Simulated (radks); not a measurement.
# Valence configurations of Tc

NIST gives [Kr] 4d5 5s2 as the ground configuration of Tc. Does this level of theory agree? Several fillings of the valence shells are run.

Method: scalar-relativistic Kohn-Sham, PBEsol, spin-polarised, spherical densities, point nucleus; open shells are filled with parallel spins first. Code: radks (a radial shooting solver on a logarithmic mesh, Libxc functionals) version 1.

1 further run of the same task is left out (it didn't finish).

### 1 The atom as given

| Property | Result |
| --- | --- |
| element | technetium (Z = 43) |
| charge | 0 |
| electrons | 43 |
| configuration | [Kr] 4d5 5s2 |
| others tried | 4d5 5s1 5p1; 4d5 5p2; 4d4 5s2 5p1; 4d6 5p1; 4d5.5 5s1.5; 4d5 5s1.5 5p0.5; 4d7; 4d4 5p3 |

The outer shells:

Tc
```
[Kr] core
4d [↑ ][↑ ][↑ ][↑ ][↑ ]
5s [↑↓]
```

### 2 [Kr] 4d5 5s2

The run's settings:

```text
Z 43
configuration [Kr] 4d5 5s2
relativity scalar-relativistic
functional pbe_sol,pbe_sol
spin polarised
nucleus point
c 137.035999084
```

### 3 [Kr] 4d5 5s1 5p1

The run's settings:

```text
Z 43
configuration [Kr] 4d5 5s1 5p1
relativity scalar-relativistic
functional pbe_sol,pbe_sol
spin polarised
nucleus point
c 137.035999084
```

### 4 [Kr] 4d5 5p2

The run's settings:

```text
Z 43
configuration [Kr] 4d5 5p2
relativity scalar-relativistic
functional pbe_sol,pbe_sol
spin polarised
nucleus point
c 137.035999084
```

### 5 [Kr] 4d4 5s2 5p1

The run's settings:

```text
Z 43
configuration [Kr] 4d4 5s2 5p1
relativity scalar-relativistic
functional pbe_sol,pbe_sol
spin polarised
nucleus point
c 137.035999084
```

### 6 [Kr] 4d6 5p1

The run's settings:

```text
Z 43
configuration [Kr] 4d6 5p1
relativity scalar-relativistic
functional pbe_sol,pbe_sol
spin polarised
nucleus point
c 137.035999084
```

### 7 [Kr] 4d5.5 5s1.5

The run's settings:

```text
Z 43
configuration [Kr] 4d5.5 5s1.5
relativity scalar-relativistic
functional pbe_sol,pbe_sol
spin polarised
nucleus point
c 137.035999084
```

### 8 [Kr] 4d5 5s1.5 5p0.5

The run's settings:

```text
Z 43
configuration [Kr] 4d5 5s1.5 5p0.5
relativity scalar-relativistic
functional pbe_sol,pbe_sol
spin polarised
nucleus point
c 137.035999084
```

### 9 [Kr] 4d7

The run's settings:

```text
Z 43
configuration [Kr] 4d7
relativity scalar-relativistic
functional pbe_sol,pbe_sol
spin polarised
nucleus point
c 137.035999084
```

### 10 [Kr] 4d4 5p3

Changes since step 9:

```diff
@@ -1,3 +1,3 @@
 Z 43
-configuration [Kr] 4d7
+configuration [Kr] 4d4 5p3
 relativity scalar-relativistic
```

What does the calculation give? Wanted: for each run, valence; E − E(NIST configuration); moment; highest level; its energy; 1s shift.

The runs gave:

| valence | E − E(NIST configuration) (eV) | moment (μB) | highest level | its energy (eV) | 1s shift (eV) |
| --- | --- | --- | --- | --- | --- |
| 4d5.5 5s1.5 | -0.079 | 5 | 5s down | -3.568 | +1.59 |
| 4d5 5s2 | 0.000 | 5 | 5s down | -4.274 | +0.00 |
| 4d5 5s1.5 5p0.5 | 1.168 | 6 | 5p up | -2.110 | -0.62 |
| 4d5 5s1 5p1 | 2.002 | 7 | 5p up | -2.457 | -1.11 |
| 4d7 | 2.098 | 3 | 4d down | -1.721 | +5.22 |
| 4d6 5p1 | 3.577 | 5 | 5p up | -2.009 | +1.66 |
| 4d5 5p2 | 6.250 | 7 | 5p up | -3.069 | -2.40 |
| 4d4 5s2 5p1 | 7.422 | 5 | 5p up | -2.878 | -5.24 |
| 4d4 5p3 | 14.537 | 7 | 5p up | -4.066 | -7.37 |

**Reading.** This level puts 4d5.5 5s1.5 lowest, 0.079 eV under the NIST configuration. The energies are those of spherical high-spin densities, not of single terms. The 1s eigenvalue shifts by up to 7.37 eV as the valence charge is rearranged.
